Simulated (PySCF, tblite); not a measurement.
# C₁₀H₂₄O₁₈Si₈: electronic excitations, NMR shifts, part 2 of 2

tblite 0.8.0 and PySCF 2.14.0. Atoms count from 0. The steps go on from the part before.

## (4) NMR shifts: GIAO KT3/pcSseg-1

What the job is given:

```
{"job": {"kind": "nmr", "xc": "KT3", "basis": "pcSseg-1", "pop": false}, "charge": 0, "multiplicity": 1}
C     -2.988234     2.297213     3.858520
C     -1.887622     2.648438     3.210541
Si    -1.037430     1.590062     1.914481
O     -0.093231     0.499568     2.646869
Si     0.906137    -0.768659     2.530028
C      1.524580    -1.220227     4.244432
C      2.460449    -0.550517     4.900806
O      0.128689    -2.055620     1.935216
Si    -0.609204    -2.534568     0.592649
O     -0.916852    -4.081963     0.896990
C     -1.549354    -5.001763     0.037798
O     -1.993785    -1.741719     0.333212
Si    -2.544746    -0.282211    -0.047350
O     -4.134086    -0.521017    -0.111831
C     -5.137492     0.440169    -0.340488
O     -2.188870     0.837134     1.061534
O     -2.013205     0.216899    -1.492105
Si    -0.700964     0.665308    -2.323933
O     -1.148188     1.084300    -3.812440
C     -2.077704     2.090066    -4.142793
O      0.014421     1.914425    -1.594514
Si     0.790275     2.523319    -0.313340
O      1.115732     4.074660    -0.578186
C      1.985517     4.589876    -1.561581
O     -0.160110     2.577277     0.980546
O      2.156831     1.703373    -0.059225
Si     2.744015     0.237994     0.234026
O      4.321663     0.515712     0.351546
C      5.334158    -0.429044     0.614567
O      2.182086    -0.381255     1.615550
O      2.449976    -0.794045    -0.973426
Si     1.253974    -1.553063    -1.726306
O      2.041787    -2.531016    -2.728919
C      1.489577    -3.321166    -3.756138
O      0.336229    -2.411052    -0.712286
O      0.312377    -0.553270    -2.579478
H     -3.446248     2.925616     4.606706
H     -3.475439     1.358475     3.658318
H     -1.435897     3.603283     3.442981
H      1.078476    -2.082601     4.721767
H      2.935441     0.312207     4.465917
H      2.790742    -0.833709     5.888591
H     -2.564460    -4.674207    -0.190104
H     -1.574481    -5.960718     0.555556
H     -0.989986    -5.098793    -0.894109
H     -5.004035     0.910768    -1.316079
H     -6.094829    -0.081105    -0.310788
H     -5.110239     1.212479     0.429939
H     -3.047809     1.875605    -3.692302
H     -2.168441     2.104179    -5.228916
H     -1.733513     3.061452    -3.785287
H      1.653306     4.293179    -2.557580
H      2.998873     4.219796    -1.402473
H      1.966155     5.676162    -1.471114
H      6.282021     0.109503     0.621944
H      5.168646    -0.904396     1.582270
H      5.348155    -1.197096    -0.159040
H      0.876298    -2.711301    -4.419875
H      2.321568    -3.755657    -4.310803
H      0.872206    -4.115843    -3.334014
```

Level: GIAO KT3/pcSseg-1 NMR shielding, non-relativistic, gas phase.

The program printed:

```text
start: PBE on a coarse grid of 54727 points
cycle   1  E = -4061.2384672094  dE =  7.686e+00  |g| = 3.220e+00  |ddm| = 8.441e+00
cycle   2  E = -4057.2850079913  dE =  3.953e+00  |g| = 5.608e+00  |ddm| = 6.499e+00
cycle   3  E = -4062.9643405679  dE = -5.679e+00  |g| = 4.820e-01  |ddm| = 4.846e+00
cycle   4  E = -4062.9941937653  dE = -2.985e-02  |g| = 2.978e-01  |ddm| = 5.149e-01
cycle   5  E = -4063.0089243037  dE = -1.473e-02  |g| = 6.992e-02  |ddm| = 2.168e-01
cycle   6  E = -4063.0098088462  dE = -8.845e-04  |g| = 2.522e-02  |ddm| = 6.741e-02
cycle   7  E = -4063.0099348106  dE = -1.260e-04  |g| = 1.029e-02  |ddm| = 2.375e-02
cycle   8  E = -4063.0099609691  dE = -2.616e-05  |g| = 2.981e-03  |ddm| = 8.919e-03
final grid: 478923 points
cycle   9  E = -4109.0152852176  dE = -8.940e-02  |g| = 5.366e-01  |ddm| = 9.654e-01
cycle  10  E = -4108.9646281722  dE =  5.066e-02  |g| = 7.092e-01  |ddm| = 7.832e-01
cycle  11  E = -4109.0481700413  dE = -8.354e-02  |g| = 1.380e-01  |ddm| = 5.479e-01
cycle  12  E = -4109.0507763753  dE = -2.606e-03  |g| = 3.492e-02  |ddm| = 1.067e-01
cycle  13  E = -4109.0509992241  dE = -2.228e-04  |g| = 3.216e-03  |ddm| = 2.503e-02
cycle  14  E = -4109.0510024866  dE = -3.262e-06  |g| = 1.655e-03  |ddm| = 4.710e-03
cycle  15  E = -4109.0510018497  dE =  6.369e-07  |g| = 9.579e-04  |ddm| = 1.891e-03
cycle  16  E = -4109.0510017621  dE =  8.760e-08  |g| = 1.231e-04  |ddm| = 7.891e-04
cycle  17  E = -4109.0509987454  dE =  3.017e-06  |g| = 6.990e-05  |ddm| = 1.503e-04
converged SCF energy = -4109.0509987454

GIAO shielding tensors (ppm)
atom      isotropic    diamagn.    paramagn.     s11        s22        s33       span
  0 C       54.124     253.759    -199.635    -59.988     57.638    164.721    224.709
  1 C       56.852     268.073    -211.221    -45.867     51.719    164.703    210.571
  2 Si     449.102     902.217    -453.116    432.340    448.519    466.447     34.107
  3 O      211.751     422.206    -210.456    185.641    188.022    261.588     75.947
  4 Si     449.501     901.890    -452.389    432.014    448.990    467.498     35.484
  5 C       56.690     267.546    -210.856    -46.190     52.099    164.161    210.351
  6 C       53.797     253.206    -199.409    -60.812     57.412    164.790    225.602
  7 O      225.895     419.506    -193.611    196.800    208.412    272.472     75.671
  8 Si     469.714     901.595    -431.881    449.525    462.612    497.005     47.480
  9 O      298.777     403.423    -104.646    247.549    306.746    342.036     94.487
 10 C      131.159     244.073    -112.914    104.826    105.290    183.361     78.535
 11 O      238.555     421.145    -182.590    206.076    228.387    281.203     75.127
 12 Si     468.926     902.978    -434.052    450.495    460.977    495.306     44.811
 13 O      299.650     405.055    -105.404    249.966    306.866    342.119     92.153
 14 C      131.029     244.030    -113.001    104.754    104.919    183.414     78.660
 15 O      231.776     423.967    -192.191    206.497    210.522    278.309     71.812
 16 O      240.617     423.773    -183.155    207.319    234.781    279.752     72.433
 17 Si     468.507     903.233    -434.725    449.795    461.268    494.460     44.665
 18 O      298.590     404.621    -106.032    245.171    307.951    342.647     97.476
 19 C      131.094     244.641    -113.547    104.689    105.228    183.365     78.675
 20 O      241.422     424.119    -182.697    217.659    220.125    286.481     68.822
 21 Si     469.184     901.781    -432.597    449.814    460.791    496.946     47.132
 22 O      299.174     403.751    -104.577    248.012    306.906    342.604     94.592
 23 C      131.092     243.725    -112.632    104.628    105.078    183.571     78.944
 24 O      225.520     419.866    -194.346    197.272    207.776    271.512     74.240
 25 O      240.058     421.286    -181.227    208.142    228.297    283.737     75.594
 26 Si     469.551     901.834    -432.284    451.750    459.155    497.747     45.997
 27 O      300.120     404.246    -104.126    250.224    307.154    342.982     92.758
 28 C      131.195     242.882    -111.686    104.781    104.864    183.941     79.160
 29 O      230.866     423.018    -192.153    206.117    207.945    278.536     72.419
 30 O      238.785     420.903    -182.119    208.861    225.441    282.053     73.192
 31 Si     469.400     902.281    -432.881    449.526    462.332    496.342     46.816
 32 O      299.602     404.081    -104.479    249.095    306.941    342.771     93.677
 33 C      130.982     243.861    -112.879    104.303    105.086    183.556     79.253
 34 O      241.521     424.096    -182.575    206.443    231.432    286.688     80.245
 35 O      238.227     420.897    -182.670    208.567    226.645    279.469     70.902
 36 H       25.580      25.981      -0.402     22.742     24.532     29.465      6.723
 37 H       25.853      37.204     -11.351     21.791     24.309     31.459      9.668
 38 H       25.899      31.959      -6.060     23.816     24.282     29.601      5.785
 39 H       25.878      31.656      -5.779     23.782     24.198     29.653      5.871
 40 H       25.860      36.712     -10.852     21.686     24.362     31.532      9.846
 41 H       25.555      25.557      -0.002     22.676     24.527     29.461      6.785
 42 H       27.749      31.452      -3.703     22.625     26.006     34.614     11.989
 43 H       27.855      26.778       1.077     22.923     24.822     35.820     12.897
 44 H       27.808      31.909      -4.101     22.362     26.568     34.495     12.133
 45 H       27.821      31.808      -3.986     22.482     26.352     34.630     12.149
 46 H       27.848      27.072       0.776     22.995     24.747     35.802     12.807
 47 H       27.778      31.794      -4.016     22.548     26.248     34.537     11.989
 48 H       27.799      32.240      -4.441     22.378     26.522     34.498     12.120
 49 H       27.840      27.230       0.610     22.959     24.758     35.803     12.843
 50 H       27.772      32.076      -4.305     22.617     26.127     34.570     11.953
 51 H       27.809      31.907      -4.097     22.552     26.244     34.632     12.080
 52 H       27.734      30.965      -3.231     22.440     26.137     34.626     12.185
 53 H       27.882      26.861       1.021     22.999     24.793     35.855     12.856
 54 H       27.913      26.461       1.452     23.032     24.779     35.928     12.897
 55 H       27.847      30.872      -3.025     22.561     26.257     34.725     12.164
 56 H       27.800      30.734      -2.933     22.471     26.142     34.788     12.317
 57 H       27.737      31.718      -3.981     22.401     26.275     34.534     12.133
 58 H       27.849      26.792       1.057     22.892     24.790     35.864     12.972
 59 H       27.820      31.186      -3.365     22.548     26.136     34.778     12.230
```

Run time: 85 s. Hardware: 4 threads of Arm Neoverse N1, shared host; peak memory 2.4 GiB.

Shifts follow as δ = σ(reference) − σ, with reference shieldings (ppm) from runs at the same level and on the same kind of geometry: $^{1}$H TMS 31.76, $^{13}$C TMS 184.7, $^{29}$Si TMS 361.7, $^{17}$O H2O 330.8. The references are single molecules in the gas phase, so shifts against H2O, NH3, PH3, H3PO4 or CFCl3 are not on the usual liquid scales and can be off by tens of ppm. Atoms listed in one row are averaged.

```
                             atoms                                     environment  σ (ppm)  δ (ppm)
                            C0, C6                            terminal =CH2 carbon     54.0    130.8
                            C1, C5                                       alkene CH     56.8    128.0
                          C19, C33                       methyl carbon bonded to O    131.0     53.7
                C10, C14, C23, C28                       methyl carbon bonded to O    131.1     53.6
                          H36, H41              hydrogen on a terminal =CH2 carbon    25.57     6.19
                          H37, H40              hydrogen on a terminal =CH2 carbon    25.86     5.90
                          H38, H39                        hydrogen on an alkene CH    25.89     5.87
      H48, H49, H50, H57, H58, H59         hydrogen on a methyl carbon bonded to O    27.80     3.96
H42, H43, H44, H45, H46 and 7 more         hydrogen on a methyl carbon bonded to O    27.82     3.94
                          Si2, Si4  silicon bonded to C, 3 O, in a 8-membered ring    449.3    -87.6
                        Si17, Si31     silicon bonded to 4 O, in a 8-membered ring    469.0   -107.3
             Si8, Si12, Si21, Si26     silicon bonded to 4 O, in a 8-membered ring    469.3   -107.7
                                O3     oxygen bonded to 2 Si, in a 8-membered ring    211.8    119.0
                 O7, O15, O24, O29     oxygen bonded to 2 Si, in a 8-membered ring    228.5    102.3
                               O35     oxygen bonded to 2 Si, in a 8-membered ring    238.2     92.6
                          O11, O25     oxygen bonded to 2 Si, in a 8-membered ring    239.3     91.5
                O16, O20, O30, O34     oxygen bonded to 2 Si, in a 8-membered ring    240.6     90.2
                          O18, O32                          oxygen bonded to C, Si    299.1     31.7
                 O9, O13, O22, O27                          oxygen bonded to C, Si    299.4     31.4
```

Ring of atoms Si2, O3, Si4, O7, Si8, O11, Si12, O15: NICS(0) -1.3, NICS(1) -0.8, NICS(1)zz 2.8 ppm (means of both faces).

Ring of atoms Si2, Si12, O15, O16, Si17, O20, Si21, O24: NICS(0) -1.4, NICS(1) -0.9, NICS(1)zz 3.0 ppm (means of both faces).

Ring of atoms Si8, O11, Si12, O16, Si17, Si31, O34, O35: NICS(0) -1.6, NICS(1) -1.0, NICS(1)zz 3.0 ppm (means of both faces).

## (5) Outcome

What follows sums up all 2 parts.

| quantity | value |
| --- | --- |
| lowest singlet (wB97X-D/6-31G*) | 7.21 eV (172 nm), f = 0.013 |
| brightest single state of those computed | state 4, 8.14 eV, f = 0.617 |
| lowest triplet | 4.35 eV |
| $^{13}$C shifts against TMS (KT3/pcSseg-1, means over atoms taken as alike) | 130.8, 128.0, 53.7, 53.6 ppm |
| $^{1}$H shifts against TMS (KT3/pcSseg-1, means over atoms taken as alike) | 6.19, 5.90, 5.87, 3.96, 3.94 ppm |
| $^{29}$Si shifts against TMS (KT3/pcSseg-1, means over atoms taken as alike) | -87.6, -107.3, -107.7 ppm |
| $^{17}$O shifts against H2O (KT3/pcSseg-1, means over atoms taken as alike) | 119.0, 102.3, 92.6, 91.5, 90.2, 31.7, 31.4 ppm |

What this shows: The lowest singlet, at 7.21 eV, is HOMO−8→LUMO+1 0.49, HOMO−9→LUMO+2 0.27 and is weak; of the 6 states computed, the strongest absorption comes from states 4 to 5 together at 8.14 eV (the last state computed is bright too, and its partners may lie past the list). The lowest triplet lies 2.87 eV below the lowest singlet. The basis of wB97X-D/6-31G* has no diffuse functions, so Rydberg states are missing and the high states are unreliable. The most deshielded carbon is C0, C6 (mean) (terminal =CH2 carbon), at 130.8 ppm: an sp2 carbon of a C=C bond. At KT3/pcSseg-1: The widest tensor belongs to C0, C6: span 225 ppm, with a paramagnetic part of -200 ppm.
